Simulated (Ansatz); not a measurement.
# CH₅FZn: a reaction path by the nudged elastic band

Aim: the minimum-energy path between two given structures and its highest point. Both ends were relaxed at PBE0-D4 in triple zeta.

Program: Ansatz 0.2.0, Gaussian basis. Level of theory: PBE0-D4/def2-SVP. These are calculated values, not measurements.

23 further runs of the same task are left out: 1 that didn't finish, 22 set aside as unsound or not needed.

### 1 The system as given

The first end: 8 atoms, charge 0, spin multiplicity 1.

Atoms are counted from 1 here; the program's logs count them from 0.

Bond lengths: Zn1–H2 1.562 Å, Zn1–C3 1.933 Å, C3–H6 1.092 Å, C3–H7 1.093 Å, C3–H8 1.092 Å, H4–F5 0.938 Å. Angles: H2–Zn1–C3 178.0°, Zn1–C3–H6 111.1°, Zn1–C3–H7 110.6°, Zn1–C3–H8 110.5°, H6–C3–H7 108.2°, H6–C3–H8 108.2°, H7–C3–H8 108.1°.

As a file:

```xyz
8
charge 0, multiplicity 1
Zn    0.0053    0.2007    0.6042
H     0.5971   -0.4060    1.9163
C    -0.7497    1.0030   -0.9845
H     1.2689   -1.7752    1.4387
F     1.5770   -2.5056    0.9379
H    -1.3822    1.8572   -0.7320
H     0.0414    1.3500   -1.6533
H    -1.3578    0.2759   -1.5275
```

The second end:

```xyz
8

Zn    0.32338   -0.75079   -0.45303
H     0.66380   -0.25595    2.62093
C    -0.64381    0.78602   -1.05644
H     0.95072   -0.88321    2.32970
F     1.21229   -2.16957    0.08368
H    -1.01066    1.35858   -0.20277
H     0.00150    1.43031   -1.65602
H    -1.49723    0.48461   -1.66615
```

### 2 The band at PBE0-D4/def2-SVP

neb/in.yaml reads:

```yaml
crystal:
  periodic: [false, false, false]
  atoms:
    - {symbol: Zn, position_ang: [0.005252, 0.200685, 0.604227]}
    - {symbol: H, position_ang: [0.597081, -0.405981, 1.916303]}
    - {symbol: C, position_ang: [-0.749674, 1.003046, -0.984453]}
    - {symbol: H, position_ang: [1.268893, -1.775218, 1.438663]}
    - {symbol: F, position_ang: [1.577029, -2.505638, 0.937921]}
    - {symbol: H, position_ang: [-1.382172, 1.857150, -0.731971]}
    - {symbol: H, position_ang: [0.041404, 1.350049, -1.653290]}
    - {symbol: H, position_ang: [-1.357813, 0.275907, -1.527500]}
basis:
  gaussian: {orbitals: def2-SVP}
hamiltonian: {xc: pbe0, dispersion: d4}
neb:
  images: 5
  climbing: true
  max_iterations: 40
  initial_path: idpp
  final_atoms:
    - {symbol: Zn, position_ang: [0.323384, -0.750795, -0.453026]}
    - {symbol: H, position_ang: [0.663805, -0.255950, 2.620933]}
    - {symbol: C, position_ang: [-0.643806, 0.786022, -1.056440]}
    - {symbol: H, position_ang: [0.950716, -0.883214, 2.329695]}
    - {symbol: F, position_ang: [1.212292, -2.169567, 0.083685]}
    - {symbol: H, position_ang: [-1.010655, 1.358576, -0.202769]}
    - {symbol: H, position_ang: [0.001495, 1.430314, -1.656024]}
    - {symbol: H, position_ang: [-1.497229, 0.484613, -1.666154]}
```

Started as:

```sh
> ansatz run in.yaml --threads 4 --pin off --events-out ev --progress --plain --max-ram 9574MiB
```

Standard output, cut to the lines that bear on the results:

```text
Functional definition: PBE0
  name "PBE0"
  cite "Adamo & Barone, J. Chem. Phys. 110, 6158 (1999) doi:10.1063/1.478522"
  cite "Perdew, Burke & Ernzerhof, Phys. Rev. Lett. 77, 3865 (1996) doi:10.1103/PhysRevLett.77.3865"
  parent pbe
[...]
892 factors; integrals over basis functions are off by at most 2.8e-4 eV
[...]
mean field -52233.96457646 eV, -1919.5627927321 hartree, gradient 2.2e-5 eV, S^2 0.000000; 0 other end points of the search recorded, 0 dependent functions left out
[...]
reference -52233.96460693 eV, -1919.5627938518 hartree; 25, 25 occupied and 59, 59 virtual orbitals, 892 factors
[... from here to the last solve, the lines of the solves are left out (103 solves) ...]
WARN: NEB end point (image 0): max|allowed force component| = 2.805e-1 eV/Å (the criterion of neb.relax_end_points is 1.000e-2). That is over neb.f_tol: it is no minimum, so the barrier can be far off. Relax it first
WARN: NEB end point (image 6): max|allowed force component| = 4.696e-1 eV/Å (the criterion of neb.relax_end_points is 1.000e-2). That is over neb.f_tol: it is no minimum, so the barrier can be far off. Relax it first
NEB iter   1: max|band force component| = 4.043e0 eV/Å  barrier→ = 2.4945 eV  barrier← = 3.0335 eV  Δτ_max = 0.2000 Å  (178 SCF iters)
[...]
NEB iter   4: max|band force component| = 1.643e0 eV/Å  barrier→ = 0.1273 eV  barrier← = 0.6663 eV  Δτ_max = 0.1354 Å  (146 SCF iters)
[...]
NEB iter   7: max|band force component| = 1.005e0 eV/Å  barrier→ = 0.3041 eV  barrier← = 0.8431 eV  CI = image 3  Δτ_max = 0.0496 Å  (149 SCF iters)
[...]
NEB iter  10: max|band force component| = 1.840e-1 eV/Å  barrier→ = 0.2522 eV  barrier← = 0.7912 eV  CI = image 3  Δτ_max = 0.0212 Å  (127 SCF iters)
[...]
NEB iter  12: max|band force component| = 7.350e-2 eV/Å  barrier→ = 0.2503 eV  barrier← = 0.7892 eV  CI = image 3  Δτ_max = 0.0119 Å  (127 SCF iters)
[...]
NEB iter  13: max|band force component| = 1.286e-2 eV/Å  barrier→ = 0.2503 eV  barrier← = 0.7893 eV  CI = image 3  CI's point: of a kind that is not told: the force calls were inconclusive, a negative curvature could not be distinguished from the path's own, the only one lies far off the [...]
Total energy: -52233.78613933 eV, -1919.5562352885 hartree
Atom 0 at     0.201185    -0.224009     0.396295 Å, force    -0.005845    -0.000560    -0.001433 eV/Å
Atom 1 at     0.617942    -0.348308     2.156525 Å, force     0.009460     0.004554    -0.001702 eV/Å
Atom 2 at    -0.631695     0.765413    -1.047356 Å, force     0.003079    -0.001147     0.004551 eV/Å
Atom 3 at     0.998520    -1.180306     1.730460 Å, force    -0.013870    -0.005113     0.004730 eV/Å
Atom 4 at     1.204943    -1.898593     0.788861 Å, force     0.006904     0.003129    -0.004518 eV/Å
Atom 5 at    -1.232163     1.603516    -0.663021 Å, force     0.000435    -0.000759    -0.001056 eV/Å
Atom 6 at     0.132589     1.173948    -1.726745 Å, force    -0.000527     0.000416    -0.000542 eV/Å
Atom 7 at    -1.291321     0.108339    -1.635119 Å, force     0.000363    -0.000519    -0.000030 eV/Å
Dipole moment:    -0.156177     0.277893    -0.022548 e Å
```

Wall time 2.6 min (4 threads of Intel Xeon Platinum 8259CL at 2.50GHz, shared host).

The last band:

| image | path (Å) | energy (kJ/mol) | Zn1–F5 (Å) | H2–H4 (Å) | Zn1–H2 (Å) | H4–F5 (Å) |
| --- | --- | --- | --- | --- | --- | --- |
| 0 | 0.00 | 0.0 | 3.15 | 1.60 | 1.56 | 0.94 |
| 1 | 0.45 | -6.3 | 2.73 | 1.62 | 1.58 | 0.94 |
| 2 | 0.90 | -4.1 | 2.28 | 1.42 | 1.63 | 0.97 |
| 3 | 1.35 | 24.1 | 1.99 | 1.01 | 1.81 | 1.20 |
| 4 | 1.92 | -27.7 | 1.80 | 0.79 | 2.22 | 1.73 |
| 5 | 2.49 | -52.1 | 1.76 | 0.77 | 2.76 | 2.06 |
| 6 | 3.06 | -52.0 | 1.76 | 0.75 | 3.13 | 2.60 |

The highest image, 3:

```
Zn    0.2012   -0.2240    0.3963
H     0.6179   -0.3483    2.1565
C    -0.6317    0.7654   -1.0474
H     0.9985   -1.1803    1.7305
F     1.2049   -1.8986    0.7889
H    -1.2322    1.6035   -0.6630
H     0.1326    1.1739   -1.7267
H    -1.2913    0.1083   -1.6351
```

### 3 What came out

| quantity | value |
| --- | --- |
| PBE0-D4/def2-SVP, 13 iterations | highest 24.1 kJ/mol (image 3), last end -52.0 kJ/mol |
| from earlier runs: barrier over the separately found saddle, CCSD(T)/def2-TZVPP | 57.8 kJ/mol |

In words: The highest image lies 24.1 kJ/mol above the first end, and it climbed, so it estimates the saddle. The ends are not quite minima at this level (largest force component 0.47 eV/Å), so the heights are unreliable: relaxing the first end would lower it and raise the barrier above it. The highest image is 33.6 kJ/mol below the CCSD(T) barrier in triple zeta, which comes from separate runs on the saddle.
